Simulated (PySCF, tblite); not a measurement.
# C3H6F2GeO3: geometry, infrared bands and NMR shifts

Aim: predict the infrared bands and NMR shifts of C3H6F2GeO3 (`FC(F)O[C@H]1C[O][GeH2][O]1`).

Programs: tblite 0.8.0 and PySCF 2.14.0, with density-fitted response routines of our own. Each step states its level of theory. These are calculated values for one molecule in the gas phase, unless marked as measured. Atoms are numbered from 0 throughout.

### 1 Starting geometry

15 atoms, charge 0, multiplicity 1; geometry from: force field or distance geometry start.

Bonds of the start (Å): F0–C1 1.39, C1–F2 1.39, C1–O3 1.41, O3–C4 1.41, C4–C5 1.54, C5–O6 1.40, O6–Ge7 1.77, Ge7–O8 1.77, O8–C4 1.40, C1–H9 1.10, C4–H10 1.13, C5–H11 1.12, C5–H12 1.11, Ge7–H13 1.56, Ge7–H14 1.56.

### 2 Optimising the geometry with GFN2-xTB

Job settings and geometry (Å):

```
{"job": {"kind": "relax", "xc": "GFN2-xTB", "basis": "xTB"}, "charge": 0, "multiplicity": 1}
F      3.116000     1.578200     0.985600
C      2.195000     1.023700     0.099700
F      2.905100     0.257900    -0.813600
O      1.313000     0.204500     0.831500
C      0.182000    -0.134100     0.063200
C     -0.510600    -1.372000     0.668900
O     -1.805600    -1.522300     0.166300
Ge    -2.273400     0.157200    -0.147400
O     -0.702900     0.951800     0.027900
H      1.666300     1.849800    -0.404000
H      0.470100    -0.398600    -0.992800
H     -0.557300    -1.274800     1.781000
H      0.081100    -2.280000     0.446400
H     -2.804900     0.301900    -1.603100
H     -3.278500     0.664900     0.925800
```

Started as:

```bash
$ OMP_NUM_THREADS=1 python probes_run.py task.json out
```

This one command runs all jobs of the session in turn.

**Question.** This job is followed by: GFN2-xTB harmonic vibrations, gas phase; GIAO PBE0/pcSseg-1 NMR shielding, non-relativistic, gas phase. Predict these results of the whole session: strongest single infrared mode (GFN2-xTB); zero-point energy (GFN2-xTB); 13C shifts against TMS (PBE0/pcSseg-1); 1H shifts against TMS (PBE0/pcSseg-1); 19F shifts against CFCl3 (PBE0/pcSseg-1); 17O shifts against H2O (PBE0/pcSseg-1); 73Ge shifts against GeMe4 (PBE0/pcSseg-1); surface potential, 1st and 99th percentile.

As calculated:

```
                                 quantity                                   value
strongest single infrared mode (GFN2-xTB)                   1990 cm⁻¹, 434 km/mol
             zero-point energy (GFN2-xTB)                           57.8 kcal/mol
   13C shifts against TMS (PBE0/pcSseg-1)                   122.9, 99.7, 75.5 ppm
    1H shifts against TMS (PBE0/pcSseg-1)  6.80, 5.97, 5.76, 5.67, 4.47, 4.03 ppm
 19F shifts against CFCl3 (PBE0/pcSseg-1)                      -104.5, -112.2 ppm
   17O shifts against H2O (PBE0/pcSseg-1)                   169.5, 89.1, 10.1 ppm
73Ge shifts against GeMe4 (PBE0/pcSseg-1)                                  65 ppm
    surface potential, 1st and 99th percentile                      -1.20 V and 2.07 V
```

In words: Relaxing lowered the energy by 0.602 eV in 127 steps; the close pair that moved most is Ge7–H13, from 1.556 to 1.500 Å. No mode is imaginary among the 39: a minimum at this level. The strongest single mode, at 1990 cm⁻¹, moves mainly H13. Unscaled tight-binding wavenumbers are off by several per cent, some by more. Its intensities can rank the bands wrongly. H9 (hydrogen on an sp3 CH bonded to 2 F and O) lies farthest downfield among hydrogen, at 6.80 ppm; its carbon carries F and O, hence the downfield position. Spin-orbit coupling is left out, which matters for shieldings and couplings at and beside the heavy atoms.
